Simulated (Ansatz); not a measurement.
**CH₃AuF₃PS: up Jacob's ladder to CCSD(T)**

The task here is to estimate one member of a computed series from the others.

Computed with Ansatz 0.2.0, Gaussian basis. Level: functionals in def2-TZVPP, the program's frozen cores in correlated methods.

Plan: LDA (SPW92), PBE-D4, revPBE-D4, BLYP-D4, r2SCAN-D4, B97M-V, PBE0-D4, B3LYP-D4, r2SCANh-D4, r2SCAN0-D4, HSE06-D4, BHLYP-D4, CAM-B3LYP-D4, LC-ωPBE, ωB97X-V, ωB97M-V, B2PLYP, PBE-QIDH; CCSD(T)/def2-SVP; CCSD(T)/def2-TZVPP; MP2/def2-QZVPP; extrapolation to the limit; RPA on PBE.

### The relaxed structure

All runs share one geometry, relaxed beforehand with PBE0-D4 in a triple-zeta def2 set. Au takes the def2 core potential; no spin-orbit term is included.

10 atoms, charge 0, spin multiplicity 1.

Atoms are counted from 1 here; the program's logs count them from 0.

Bond lengths: C1–S2 1.808 Å, C1–H8 1.088 Å, C1–H9 1.093 Å, C1–H10 1.088 Å, S2–Au3 2.240 Å, P4–F5 1.575 Å, P4–F6 1.582 Å, P4–F7 1.578 Å. Angles: S2–C1–H8 111.7°, S2–C1–H9 105.0°, S2–C1–H10 111.9°, H8–C1–H9 108.7°, H8–C1–H10 110.7°, H9–C1–H10 108.5°, C1–S2–Au3 104.2°, F5–P4–F6 96.3°, F5–P4–F7 97.5°, F6–P4–F7 96.2°.

The first run:

The input, in.yaml:

```yaml
crystal:
  periodic: [false, false, false]
  atoms:
    - {symbol: C, position_ang: [0.273159, -1.480200, 1.009695]}
    - {symbol: S, position_ang: [1.522610, -0.258767, 0.543758]}
    - {symbol: Au, position_ang: [2.270975, -0.971017, -1.443472]}
    - {symbol: P, position_ang: [-0.609454, 2.134598, -0.490966]}
    - {symbol: F, position_ang: [-0.186715, 1.616802, -1.917614]}
    - {symbol: F, position_ang: [-1.733280, 3.129031, -0.992764]}
    - {symbol: F, position_ang: [-1.582717, 0.948610, -0.120620]}
    - {symbol: H, position_ang: [0.705448, -2.471664, 1.129735]}
    - {symbol: H, position_ang: [-0.105116, -1.143000, 1.978077]}
    - {symbol: H, position_ang: [-0.554890, -1.504403, 0.304181]}
basis:
  gaussian: {orbitals: def2-TZVPP}
hamiltonian: {xc: lda}
output: {orbitals: {seedname: orbitals}}
```

Started as:

```sh
ansatz run in.yaml --threads 2 --pin off --events-out ev --progress --plain --max-ram 32768MiB --backend cuda --devices 0, --max-vram 18GiB
```

Among the steps run: LDA; PBE-D4 (GGA); revPBE-D4 (GGA); BLYP-D4 (GGA); r2SCAN-D4 (meta-GGA); B97M-V (meta-GGA); B3LYP-D4 (hybrid); r2SCANh-D4 (hybrid); r2SCAN0-D4 (hybrid); HSE06-D4 (hybrid); BHLYP-D4 (hybrid); CAM-B3LYP-D4 (range-separated); LC-ωPBE (range-separated); ωB97X-V (range-separated); ωB97M-V (range-separated); B2PLYP (double hybrid); PBE-QIDH (double hybrid).

One of the session's tables, all rows but one given; the rest of the session is left out.

It belongs to the step «Orbital energies across the functionals». 

| functional | HOMO (eV) | LUMO (eV) | gap (eV) |
| --- | --- | --- | --- |
| LDA (SPW92) | -5.63 | -4.21 | 1.42 |
| PBE-D4 | -5.43 | -3.92 | 1.50 |
| revPBE-D4 | -5.35 | -3.81 | 1.54 |
| BLYP-D4 | -5.31 | -3.87 | 1.44 |
| r2SCAN-D4 | -5.61 | -3.74 | 1.87 |
| B97M-V | -5.63 | -3.78 | 1.85 |
| PBE0-D4 | -6.51 | -3.08 | 3.43 |
| B3LYP-D4 | -6.34 | -3.37 | 2.97 |
| r2SCANh-D4 | -6.02 | -3.42 | 2.59 |
| r2SCAN0-D4 | -6.64 | -2.96 | 3.67 |
| HSE06-D4 | -6.11 | -3.44 | 2.68 |
| BHLYP-D4 | -7.49 | -2.29 | 5.20 |
| CAM-B3LYP-D4 | ? | ? | ? |
| LC-ωPBE | -8.93 | -1.01 | 7.92 |
| ωB97X-V | -8.66 | -1.15 | 7.51 |
| ωB97M-V | -8.55 | -1.32 | 7.23 |

Estimate the missing values for CAM-B3LYP-D4.

**Answer.** HOMO (eV): -7.77; LUMO (eV): -2.21; gap (eV): 5.55. In the column «HOMO (eV)» it lies between ωB97M-V (-8.55) and BHLYP-D4 (-7.49).
